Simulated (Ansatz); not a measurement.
# Al16H2C: the cost of one run

Program: Ansatz 0.2.0. Level of theory: DFT PBE, plane waves, PAW, scalar-relativistic, no spin polarisation. These are calculated values, not measurements.

### 1 The system as given

The cell holds 19 atoms (CH2Al16): a = 8.100 Å, b = 5.728 Å, c = 15.296 Å, α = 90.00°, β = 90.00°, γ = 90.00°.

Structure file:

```xyz
19
Lattice="8.1000 0.0000 0.0000 0.0000 5.7276 0.0000 0.0000 0.0000 15.2957" Properties=species:S:1:pos:R:3 pbc="T T T"
Al    2.0250    1.4319    1.0000
Al    6.0750    1.4319    1.0000
Al    2.0250    4.2957    1.0000
Al    6.0750    4.2957    1.0000
Al    0.0000    0.0000    2.4319
Al    4.0500    0.0000    2.4319
Al    0.0000    2.8638    2.4319
Al    4.0500    2.8638    2.4319
Al    2.0250    1.4319    3.8638
Al    6.0750    1.4319    3.8638
Al    2.0250    4.2957    3.8638
Al    6.0750    4.2957    3.8638
Al    0.0000    0.0000    5.2957
Al    4.0500    0.0000    5.2957
Al    0.0000    2.8638    5.2957
Al    4.0500    2.8638    5.2957
C     5.9855    3.0463    5.8557
H     5.0892    2.9648    6.4557
H     6.8818    3.1277    6.4557
```

### 2 End point A

input.yaml

```yaml
crystal:
  lattice:
    - [8.1, 0.0, 0.0]
    - [0.0, 5.727565, 0.0]
    - [0.0, 0.0, 15.295674]
  atoms:
    - { symbol: Al, position: [0.25, 0.25, 0.065378] }
    - { symbol: Al, position: [0.75, 0.25, 0.065378] }
    - { symbol: Al, position: [0.25, 0.75, 0.065378] }
    - { symbol: Al, position: [0.75, 0.75, 0.065378] }
    - { symbol: Al, position: [0.0, 0.0, 0.1589921] }
    - { symbol: Al, position: [0.5, 0.0, 0.1589921] }
    - { symbol: Al, position: [0.0, 0.5, 0.1589921] }
    - { symbol: Al, position: [0.5, 0.5, 0.1589921] }
    - { symbol: Al, position: [0.25, 0.25, 0.2526062] }
    - { symbol: Al, position: [0.75, 0.25, 0.2526062] }
    - { symbol: Al, position: [0.25, 0.75, 0.2526062] }
    - { symbol: Al, position: [0.75, 0.75, 0.2526062] }
    - { symbol: Al, position: [0.0, 0.0, 0.3462204] }
    - { symbol: Al, position: [0.5, 0.0, 0.3462204] }
    - { symbol: Al, position: [0.0, 0.5, 0.3462204] }
    - { symbol: Al, position: [0.5, 0.5, 0.3462204] }
    - { symbol: C, position: [0.7389489, 0.5318608, 0.382832] }
    - { symbol: H, position: [0.628294, 0.5176357, 0.4220588] }
    - { symbol: H, position: [0.8496038, 0.5460858, 0.4220588] }
basis:
  ecutwfc: 420.0
kpoints:
  mp_grid: { grid: [2, 3, 1] }
hamiltonian:
  xc: pbe
scf:
  occupations: { method: gaussian, width: 0.05 }
  lower_state_search: "off"
relax:
  f_tol: 0.03
  max_steps: 60
  adjacent_minimum: "off"
  constraints: [{ sites: [0, 1, 2, 3] }]
```

The run is started by

```bash
> ansatz run input.yaml --threads 1 --pin off --max-ram 3072MiB --backend cpu --events-out ev --progress --plain --runs-dir out
```

**Question.** How long does this run take on 1 thread of an x86-64 CPU, shared host, and how much memory does it need?

About 49 s, with a peak of 0.71 GiB.
